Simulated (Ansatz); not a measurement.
Runs of Ansatz 0.2.0 on CoNiO2. Symmetry: P4/mmm, No. 123, tetragonal system. The conventional cell has a = 3.014 Å, b = 3.014 Å, c = 4.222 Å, α = 90.00°, β = 90.00°, γ = 90.00°. Ni (site symmetry 4/mmm) has 6 O at 2.11 to 2.13 Å as nearest neighbours. Co (site symmetry 4/mmm) is surrounded by 6 O at 2.11 to 2.13 Å. O (site symmetry 4/mmm) has 2 Ni at 2.11 Å and 4 Co at 2.13 Å as nearest neighbours. O (site symmetry 4/mmm) is surrounded by 2 Co at 2.11 Å and 4 Ni at 2.13 Å. The cell comes from a database or a generator and needn't be the stable form of this composition.

```csv
spin,k mesh,gap on the mesh (eV),pressure (GPa),moment (μB)
"collinear, antiferromagnetic start",9 × 9 × 6,none,-11.9,4.55
"non-collinear, random start",6 × 6 × 5,none,-13.0,4.31
"collinear, ferromagnetic start",9 × 9 × 6,none,-11.9,4.55
off,9 × 9 × 6,none,(a),-
"collinear, random start",9 × 9 × 6,none,-11.9,4.55
```

Alike in all rows: task single point; level PBEsol; potentials or basis Ansatz PAW; cell as given; cutoff (eV) 420; smearing fermi-dirac 0.05 eV.

Task: Fill in the values left out.

Result: (a) -23.8.

Caveats: semilocal functionals often make such compounds metallic where correlation or magnetic order opens a gap, which also shifts bond lengths; the PAW data sets come from PBE, with cores solved anew for the run's functional, which leaves a small shift of forces and pressure; the starting moments weren't kept (some runs); an odd number of electrons without spin polarisation forces a metal (some runs); a magnetic or distorted state may lie lower (some runs).

A gap of «none» marks a metal or a gap under the smearing width.
